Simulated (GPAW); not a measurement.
## NiMoIrPdW in GPAW: the effect of dispersion

Crystal: NiMoIrPdW.

```
Ni Mo Pd Ir W
1.0
     4.14670    0.00000    0.00000
    -2.07335    3.59115    0.00000
     0.00000    0.00000    5.41629
Ni Mo Pd Ir W
1 1 1 1 1
Direct
  0.00000 0.00000 0.02221
  0.66667 0.33333 0.45996
  0.33333 0.66667 0.74601
  0.33333 0.66667 0.25641
  0.66667 0.33333 0.99985
```

The cell was built by a generator and needn't be a form met in nature.

Alike in all runs:

| Quantity | Value |
| --- | --- |
| Program | GPAW 26.7.0 |
| Task | single point |
| Functional | PBE |
| Potentials or basis | GPAW PAW data sets (gpaw-data 1.2.1) |
| Cutoff | 600 eV |
| Basis | pw |
| k mesh | 4 × 4 × 3 |
| Occupations | fermi-dirac, width 0.05 eV |
| Spin | collinear spin, ferromagnetic start |
| Starting moments | [1.0, 1.0, 0.0, 0.6, 0.0] μB |

Question: One run gave: pressure -6.3 GPa; largest force 0.42 eV/Å. Which dispersion did it use?
A. none
B. D4
C. D3

Answer: C.

| dispersion | pressure (GPa) | largest force (eV/Å) |
| --- | --- | --- |
| none | 0.0 | 0.33 |
| D4 | -5.2 | 0.36 |
| D3 | -6.3 | 0.42 |

Caveats: all runs use coarse meshes; the stock nickel data set gives pressures a few GPa off other programs; pairwise dispersion overbinds metals, which lowers pressure and volume (some runs).
